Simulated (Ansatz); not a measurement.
A run of Ansatz 0.2.0 is set up as follows.

Contents of input.yaml:

```yaml
crystal:
  lattice:
    - [5.108246, 0.0, 0.0]
    - [0.0, 5.108246, 0.0]
    - [0.0, 0.0, 5.108246]
  atoms:
    - { symbol: Ba, position: [0.5, 0.5, 0.5] }
    - { symbol: Ca, position: [0.5, 0.0, 0.0] }
    - { symbol: Ca, position: [0.0, 0.5, 0.0] }
    - { symbol: Ca, position: [0.0, 0.0, 0.5] }
    - { symbol: O, position: [0.0, 0.5, 0.5] }
    - { symbol: O, position: [0.5, 0.0, 0.5] }
    - { symbol: O, position: [0.5, 0.5, 0.0] }
    - { symbol: O, position: [0.0, 0.0, 0.0] }
hamiltonian:
  xc: pbe
  pseudopotentials: { kind: paw }
kpoints:
  mp_grid: { grid: [5, 5, 5] }
scf:
  occupations: { method: fermi_dirac, width: 0.05 }
output:
  forces: true
  stress: true
  eigenvalues: true
```

Potentials or basis: Ansatz PAW.

Command:

```console
$ ansatz run input.yaml --threads 4 --pin off --max-ram 10240MiB --backend cpu --events-out ev --progress --plain --runs-dir out
```

(1) Estimate the band gap on the k mesh.

(2) Predict the pressure.

Results:

(1) 2.42 eV, direct.

(2) -1.4 GPa.

Caveat: odd divisions of the mesh miss points on the zone boundary, where band edges often lie, so the gap on the mesh can be too wide; the pressure holds a Pulay correction of +0.4 GPa for the finite cutoff; spin-orbit coupling is left out, which moves the levels of the heavy elements.
